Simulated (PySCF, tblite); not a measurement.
# C3H12N2Si2: geometry, infrared bands and NMR shifts

Aim: predict the infrared bands and NMR shifts of C3H12N2Si2 (`CN1[SiH2]CN[Si@H]1C`).

The runs use tblite 0.8.0 and PySCF 2.14.0, with density-fitted response routines of our own; the level of theory stands in each step. All values are computed, except where a source is named. Atoms count from 0, in the outputs and in this text.

## 1. The starting structure

19 atoms, charge 0, multiplicity 1; geometry from: force field or distance geometry start.

Bonds of the start (Å): C0–N1 1.44, N1–Si2 1.79, Si2–C3 1.85, C3–N4 1.47, N4–Si5 1.78, Si5–C6 1.86, Si5–N1 1.80, C0–H7 1.11, C0–H8 1.10, C0–H9 1.12, Si2–H10 1.47, Si2–H11 1.47, C3–H12 1.11, C3–H13 1.10, N4–H14 1.04, Si5–H15 1.49, C6–H16 1.11, C6–H17 1.12, C6–H18 1.12.

## 2. Relaxing the molecule with GFN2-xTB

Job settings and geometry (Å):

```
{"job": {"kind": "relax", "xc": "GFN2-xTB", "basis": "xTB"}, "charge": 0, "multiplicity": 1}
C     -0.658600     2.060200     0.469600
N     -0.374400     0.908500    -0.348700
Si    -1.757000    -0.235100    -0.329300
C     -0.834400    -1.833500    -0.482200
N      0.216600    -1.770400     0.539500
Si     0.800500    -0.093400     0.580300
C      2.536900     0.044300    -0.084500
H      0.175800     2.273800     1.176600
H     -0.897700     2.943900    -0.134600
H     -1.567800     1.827400     1.080800
H     -2.684200     0.010000    -1.440000
H     -2.430600    -0.188500     0.974600
H     -1.464900    -2.728900    -0.314200
H     -0.323800    -1.887600    -1.456800
H     -0.224500    -1.987600     1.457900
H      0.767000     0.414900     1.983900
H      2.584400     0.818800    -0.877500
H      3.235200     0.359300     0.730400
H      2.891600    -0.926900    -0.503000
```

The run is started by

```
$ OMP_NUM_THREADS=1 python probes_run.py task.json out
```

One launch serves the whole session: the jobs run in the order shown.

Log:

```text
step      E/eV     max force
  0    -594.55616    2.303
  1    -594.76273    1.522
  2    -594.87104    1.019
  3    -594.94522    0.694
  4    -595.02933    0.588
  5    -595.09051    0.630
  6    -595.15885    0.600
  7    -595.22309    0.615
  8    -595.27577    0.573
  9    -595.31716    0.485
 10    -595.35168    0.413
 11    -595.39143    0.509
 12    -595.43619    0.541
 13    -595.47654    0.470
 14    -595.50991    0.393
 15    -595.53816    0.333
 16    -595.55819    0.376
 17    -595.57105    0.243
 18    -595.58068    0.249
 19    -595.58948    0.307
 20    -595.59747    0.254
 21    -595.60403    0.177
 22    -595.60941    0.156
 23    -595.61437    0.187
 24    -595.61961    0.240
 25    -595.62471    0.165
 26    -595.62850    0.154
 27    -595.63200    0.150
 28    -595.63687    0.267
 29    -595.64345    0.310
 30    -595.65039    0.237
 31    -595.65629    0.207
 32    -595.66087    0.136
 33    -595.66475    0.203
 34    -595.66828    0.171
 35    -595.67021    0.261
 36    -595.67296    0.142
 37    -595.67526    0.156
 38    -595.67991    0.214
 39    -595.68519    0.227
 40    -595.69166    0.209
 41    -595.69793    0.172
 42    -595.70323    0.258
 43    -595.70762    0.302
 44    -595.71357    0.293
 45    -595.72405    0.457
 46    -595.73097    0.284
 47    -595.73651    0.266
 48    -595.74474    0.216
 49    -595.75506    0.278
 50    -595.76580    0.290
 51    -595.76819    0.707
 52    -595.77805    0.147
 53    -595.78134    0.149
 54    -595.78898    0.214
 55    -595.79305    0.175
 56    -595.79777    0.150
 57    -595.80061    0.126
 58    -595.80341    0.134
 59    -595.80593    0.143
 60    -595.80818    0.110
 61    -595.80994    0.175
 62    -595.81154    0.088
 63    -595.81347    0.103
 64    -595.81524    0.141
 65    -595.81694    0.133
 66    -595.81856    0.090
 67    -595.82024    0.101
 68    -595.82189    0.096
 69    -595.82334    0.129
 70    -595.82465    0.128
 71    -595.82609    0.115
 72    -595.82787    0.127
 73    -595.82981    0.108
 74    -595.83145    0.076
 75    -595.83266    0.067
 76    -595.83374    0.086
 77    -595.83493    0.095
 78    -595.83618    0.115
 79    -595.83733    0.086
 80    -595.83841    0.085
 81    -595.83962    0.116
 82    -595.84126    0.137
 83    -595.84314    0.141
 84    -595.84468    0.113
 85    -595.84582    0.090
 86    -595.84723    0.085
 87    -595.84880    0.136
 88    -595.85180    0.191
 89    -595.85512    0.190
 90    -595.85951    0.197
 91    -595.85759    0.319
 92    -595.86611    0.175
 93    -595.86841    0.137
 94    -595.87253    0.091
 95    -595.87358    0.072
 96    -595.87437    0.072
 97    -595.87507    0.065
 98    -595.87616    0.069
 99    -595.87707    0.069
100    -595.87769    0.062
101    -595.87816    0.051
102    -595.87871    0.050
103    -595.87930    0.051
104    -595.87974    0.050
105    -595.88002    0.052
106    -595.88031    0.052
107    -595.88075    0.059
108    -595.88134    0.069
109    -595.88184    0.047
110    -595.88210    0.031
111    -595.88226    0.033
112    -595.88242    0.035
113    -595.88264    0.032
114    -595.88278    0.025
115    -595.88285    0.022
116    -595.88292    0.027
117    -595.88302    0.033
118    -595.88313    0.030
119    -595.88322    0.020
120    -595.88327    0.018
121    -595.88331    0.017
122    -595.88337    0.022
123    -595.88347    0.031
124    -595.88361    0.040
125    -595.88380    0.044
126    -595.88406    0.048
127    -595.88445    0.059
128    -595.88505    0.083
129    -595.88583    0.087
130    -595.88659    0.060
131    -595.88713    0.067
132    -595.88754    0.069
133    -595.88803    0.068
134    -595.88865    0.110
135    -595.88928    0.116
136    -595.89044    0.076
137    -595.89170    0.058
138    -595.89208    0.050
139    -595.89264    0.045
140    -595.89298    0.055
141    -595.89354    0.073
142    -595.89406    0.079
143    -595.89450    0.082
144    -595.89484    0.081
145    -595.89538    0.042
146    -595.89578    0.031
147    -595.89615    0.042
148    -595.89639    0.043
149    -595.89655    0.028
150    -595.89666    0.031
151    -595.89675    0.030
152    -595.89690    0.039
153    -595.89711    0.037
154    -595.89734    0.026
155    -595.89754    0.023
156    -595.89769    0.029
157    -595.89783    0.029
158    -595.89797    0.026
159    -595.89817    0.025
160    -595.89842    0.040
161    -595.89879    0.046
162    -595.89925    0.056
163    -595.89976    0.055
164    -595.90024    0.058
165    -595.90075    0.102
166    -595.90151    0.073
167    -595.90295    0.051
168    -595.90393    0.047
169    -595.90475    0.060
170    -595.90520    0.043
171    -595.90564    0.040
172    -595.90587    0.044
173    -595.90615    0.051
174    -595.90635    0.031
175    -595.90653    0.029
176    -595.90665    0.027
177    -595.90691    0.027
178    -595.90713    0.027
179    -595.90729    0.025
180    -595.90738    0.029
181    -595.90745    0.025
182    -595.90751    0.016
183    -595.90755    0.014
184    -595.90757    0.013
185    -595.90759    0.013
186    -595.90761    0.010
187    -595.90763    0.011
188    -595.90764    0.011
189    -595.90765    0.012
190    -595.90766    0.012
191    -595.90769    0.015
192    -595.90771    0.018
193    -595.90774    0.016
194    -595.90776    0.011
195    -595.90778    0.006
```

Wall time 1.6 s (1 thread of Arm Neoverse V1, shared host); peak memory 0.18 GiB.

Relaxation path: (not every step is listed)

```tsv
step	energy from step 0 (eV)	largest force (eV/Å)
0	0.0000	2.3028
1	-0.2066	1.5215
2	-0.3149	1.0194
3	-0.3891	0.6939
4	-0.4732	0.5883
5	-0.5344	0.6296
6	-0.6027	0.6004
7	-0.6669	0.6148
8	-0.7196	0.5725
26	-1.0723	0.1538
44	-1.1574	0.2926
62	-1.2554	0.0882
80	-1.2822	0.0854
98	-1.3200	0.0694
116	-1.3268	0.0275
134	-1.3325	0.1098
152	-1.3407	0.0393
170	-1.3490	0.0433
188	-1.3515	0.0108
190	-1.3515	0.0121
191	-1.3515	0.0154
192	-1.3515	0.0181
193	-1.3516	0.0162
194	-1.3516	0.0112
195	-1.3516	0.0065
```

Distances of close pairs at the start and the end, largest changes first:

```tsv
bond	before (Å)	after (Å)	change (Å)
N1–Si2	1.794	1.720	-0.075
N4–Si5	1.776	1.712	-0.064
N1–Si5	1.802	1.744	-0.058
Si2–C3	1.852	1.904	+0.053
N4–H14	1.042	1.007	-0.035
C6–H17	1.118	1.085	-0.034
C6–H18	1.115	1.084	-0.031
Si5–C6	1.864	1.892	+0.028
```

The next job starts from the end point, and lists it.

## 3. Harmonic vibrations with GFN2-xTB

Job settings and geometry (Å):

```
{"job": {"kind": "ir", "xc": "GFN2-xTB", "basis": "xTB"}, "charge": 0, "multiplicity": 1}
C     -0.554161     2.121686     0.443295
N     -0.523992     0.695887     0.239371
Si    -1.873650    -0.184409    -0.361705
C     -1.086641    -1.916741    -0.281618
N      0.318404    -1.739678     0.022691
Si     0.805943    -0.289349     0.790176
C      2.486175     0.299026     0.149900
H      0.447923     2.537429     0.343118
H     -1.203897     2.592861    -0.293949
H     -0.931103     2.377070     1.438945
H     -2.209483     0.246739    -1.724656
H     -3.063289    -0.101837     0.500165
H     -1.582744    -2.529103     0.480798
H     -1.188743    -2.455763    -1.227271
H      0.821842    -2.602078     0.153104
H      0.816953    -0.299809     2.271006
H      2.478598     0.467540    -0.922024
H      2.777898     1.224673     0.634320
H      3.254163    -0.434893     0.367204
```

Log:

```text
mode    cm-1     km/mol
  1      66.6      0.18
  2      79.8      0.20
  3     100.1      0.09
  4     122.0      0.68
  5     134.5      0.57
  6     177.1      0.58
  7     244.3     25.15
  8     275.4      4.08
  9     327.7      6.66
 10     403.4     31.28
 11     492.7     13.05
 12     497.0     65.79
 13     525.7     81.06
 14     570.2     29.86
 15     615.7     59.73
 16     671.4     95.63
 17     689.1     96.35
 18     753.0     81.85
 19     769.9    179.56
 20     790.7     40.92
 21     797.2    188.27
 22     811.4    162.59
 23     831.9     93.48
 24     887.3    194.40
 25     928.3    304.23
 26    1103.5      3.33
 27    1138.3     39.32
 28    1171.3     11.77
 29    1175.1     73.37
 30    1192.3     41.48
 31    1217.9    160.63
 32    1358.8     40.24
 33    1372.2     18.67
 34    1424.6      0.84
 35    1487.3      0.46
 36    1495.4      1.68
 37    1500.7      0.49
 38    1501.2      2.92
 39    1507.8      1.97
 40    2102.7    351.10
 41    2176.4    535.90
 42    2216.6    253.83
 43    2873.3     94.76
 44    2912.1     69.61
 45    2936.8     67.11
 46    2987.6     38.74
 47    2993.5     47.23
 48    3047.0     21.38
 49    3051.7     43.47
 50    3059.0     26.50
 51    3458.8      8.65
```

Wall time 0.79 s (1 thread of Arm Neoverse V1, shared host); peak memory 0.18 GiB.

Which atoms move in the most intense modes:

```tsv
cm⁻¹	km/mol	atoms
770	179.6	C3 20 %, Si2 16 %, C6 14 %, Si5 13 %
797	188.3	H11 18 %, H10 16 %, C6 11 %
811	162.6	H11 28 %, H10 23 %
887	194.4	Si5 33 %, N4 24 %, H17 10 %
928	304.2	N1 44 %, H7 11 %, Si5 11 %, H8 11 %
2103	351.1	H15 97 %
2176	535.9	H11 78 %, H10 17 %
2217	253.8	H10 79 %, H11 18 %
```

## 4. Nuclear shieldings: PBE0/pcSseg-1

Same as in step 3 but for these lines:

```diff
@@ -1,2 +1,2 @@
-{"job": {"kind": "ir", "xc": "GFN2-xTB", "basis": "xTB"}, "charge": 0, "multiplicity": 1}
+{"job": {"kind": "nmr", "xc": "PBE0", "basis": "pcSseg-1"}, "charge": 0, "multiplicity": 1}
 C     -0.554161     2.121686     0.443295
```

With the program's defaults for keys left out, this is: GIAO PBE0/pcSseg-1 NMR shielding, non-relativistic, gas phase.

Log:

```text
coarse grid: 16072 points
cycle   1  E = -809.4104999512  dE =  7.101e-01  |g| = 5.992e-01  |ddm| = 3.903e+00
cycle   2  E = -809.3440025432  dE =  6.650e-02  |g| = 8.081e-01  |ddm| = 1.385e+00
cycle   3  E = -809.4919746120  dE = -1.480e-01  |g| = 8.956e-02  |ddm| = 9.131e-01
cycle   4  E = -809.4934395607  dE = -1.465e-03  |g| = 3.468e-02  |ddm| = 9.856e-02
cycle   5  E = -809.4937129464  dE = -2.734e-04  |g| = 7.049e-03  |ddm| = 3.384e-02
cycle   6  E = -809.4937215542  dE = -8.608e-06  |g| = 3.274e-03  |ddm| = 9.276e-03
cycle   7  E = -809.4937238513  dE = -2.297e-06  |g| = 3.608e-04  |ddm| = 3.045e-03
final grid: 143928 points
cycle   8  E = -809.5288432272  dE = -2.745e-05  |g| = 8.704e-03  |ddm| = 2.304e-02
cycle   9  E = -809.5288326218  dE =  1.061e-05  |g| = 1.104e-02  |ddm| = 1.821e-02
cycle  10  E = -809.5288615046  dE = -2.888e-05  |g| = 1.123e-03  |ddm| = 1.071e-02
cycle  11  E = -809.5288617558  dE = -2.511e-07  |g| = 2.421e-04  |ddm| = 1.043e-03
cycle  12  E = -809.5288617674  dE = -1.161e-08  |g| = 5.258e-05  |ddm| = 2.169e-04
cycle  13  E = -809.5288617678  dE = -4.411e-10  |g| = 2.867e-05  |ddm| = 7.842e-05
converged SCF energy = -809.5288617678

GIAO shielding tensors (ppm)
atom      isotropic    diamagn.    paramagn.     s11        s22        s33       span
  0 C      156.682     240.804     -84.121    132.575    148.838    188.633     56.058
  1 N      255.339     332.190     -76.852    235.229    253.273    277.514     42.284
  2 Si     377.540     881.530    -503.991    343.868    349.678    439.073     95.206
  3 C      159.331     247.746     -88.414    138.351    143.146    196.498     58.147
  4 N      245.974     323.976     -78.003    201.640    242.645    293.637     91.997
  5 Si     356.104     882.583    -526.479    298.686    370.821    398.805    100.119
  6 C      186.777     255.883     -69.106    173.927    186.456    199.948     26.021
  7 H       28.929      29.824      -0.895     22.929     28.475     35.384     12.454
  8 H       28.938      28.671       0.266     23.947     26.810     36.056     12.109
  9 H       28.746      27.929       0.816     23.500     26.131     36.606     13.106
 10 H       26.782      30.231      -3.449     23.389     24.136     32.820      9.431
 11 H       26.824      29.529      -2.705     23.723     23.974     32.774      9.051
 12 H       28.834      29.363      -0.529     23.318     26.563     36.623     13.305
 13 H       28.714      29.587      -0.872     23.593     26.419     36.131     12.538
 14 H       31.706      32.991      -1.286     21.441     30.082     43.593     22.152
 15 H       26.304      30.629      -4.325     23.061     23.941     31.909      8.848
 16 H       31.750      32.854      -1.104     27.539     29.407     38.305     10.765
 17 H       31.545      31.057       0.488     27.009     29.523     38.105     11.096
 18 H       31.628      30.191       1.438     27.395     29.133     38.358     10.963
```

Run time: 34 s. Hardware: 1 thread of Arm Neoverse V1, shared host; peak memory 0.79 GiB.

The references, computed at this level on geometries of the same kind, shield at (ppm): ¹H TMS 31.72, ¹³C TMS 186.9, ²⁹Si TMS 349.2, ¹⁵N NH3 267.7. Their shielding less the atom's gives the shift. The references are single molecules in the gas phase, so shifts against H2O, NH3, PH3, H3PO4 or CFCl3 are not on the usual liquid scales and can be off by tens of ppm. Atoms listed in one row are averaged.

```tsv
atoms	environment	σ (ppm)	δ (ppm)	δ scaled to CDCl3
C0	methyl carbon bonded to N	156.7	30.2	27.6
C3	sp3 CH2 bonded to N and Si	159.3	27.6	25.0
C6	methyl carbon bonded to Si	186.8	0.1	-1.8
H15	hydrogen on a silicon bonded to C, 2 N, in a 5-membered ring	26.30	5.41	–
H10	hydrogen on a silicon bonded to C, N, in a 5-membered ring	26.78	4.94	–
H11	hydrogen on a silicon bonded to C, N, in a 5-membered ring	26.82	4.89	–
H13	hydrogen on an sp3 CH2 bonded to N and Si	28.71	3.00	2.94
H12	hydrogen on an sp3 CH2 bonded to N and Si	28.83	2.88	2.82
H7, H8, H9	hydrogen on a methyl carbon bonded to N	28.87	2.85	2.79
H16, H17, H18	hydrogen on a methyl carbon bonded to Si	31.64	0.08	0.18
H14	hydrogen on a nitrogen bonded to C, Si, in a 5-membered ring	31.71	0.01	–
N4	nitrogen bonded to C, Si, H, in a 5-membered ring	246.0	21.8	–
N1	nitrogen bonded to C, 2 Si, in a 5-membered ring	255.3	12.4	–
Si5	silicon bonded to C, 2 N, H, in a 5-membered ring	356.1	-6.9	–
Si2	silicon bonded to C, N, 2 H, in a 5-membered ring	377.5	-28.4	–
```

The scaled column applies a straight-line fit of computed shieldings to shifts measured in CDCl3 (root-mean-square error 0.16 ppm for H, 1.9 ppm for C).

The run also stored atomic charges by several schemes (e):

```tsv
atoms	Mulliken	IAO	Hirshfeld	ESP fit
C0	-0.04	-0.29	-0.07	-0.41
N1	-0.96	-0.78	-0.26	-0.30
Si2	0.77	0.89	0.37	0.47
C3	-0.31	-0.43	-0.11	-0.17
N4	-0.68	-0.68	-0.25	-0.76
Si5	1.03	1.15	0.41	0.88
C6	-0.64	-0.75	-0.22	-0.82
```

Mayer bond orders: C0–N1 0.95, N1–Si2 0.98, Si2–C3 0.91, C3–N4 0.95, N4–Si5 1.00, Si5–C6 0.93, Si5–N1 0.88.

Ring of atoms N1, Si2, C3, N4, Si5: NICS(0) -6.0, NICS(1) -2.5, NICS(1)zz -0.8 ppm (means of both faces).

## 5. Outcome

| quantity | value |
| --- | --- |
| strongest single infrared mode (GFN2-xTB) | 2176 cm⁻¹, 536 km/mol |
| zero-point energy (GFN2-xTB) | 93.0 kcal/mol |
| ¹³C shifts against TMS (PBE0/pcSseg-1) | 30.2, 27.6, 0.1 ppm |
| ¹H shifts against TMS (PBE0/pcSseg-1, means over atoms taken as alike) | 5.41, 4.94, 4.89, 3.00, 2.88, 2.85, 0.08, 0.01 ppm |
| ¹⁵N shifts against NH3 (PBE0/pcSseg-1) | 21.8, 12.4 ppm |
| ²⁹Si shifts against TMS (PBE0/pcSseg-1) | -6.9, -28.4 ppm |

**Reading.** Over 195 steps the energy fell by 1.352 eV; of the close pairs, N1–Si2 changed most, 1.794 to 1.720 Å. No mode is imaginary among the 51: a minimum at this level. The strongest single mode, at 2176 cm⁻¹, moves mainly H11. GFN2-xTB is a fitted tight-binding method: band positions and strengths are rough. Its intensities can rank the bands wrongly.
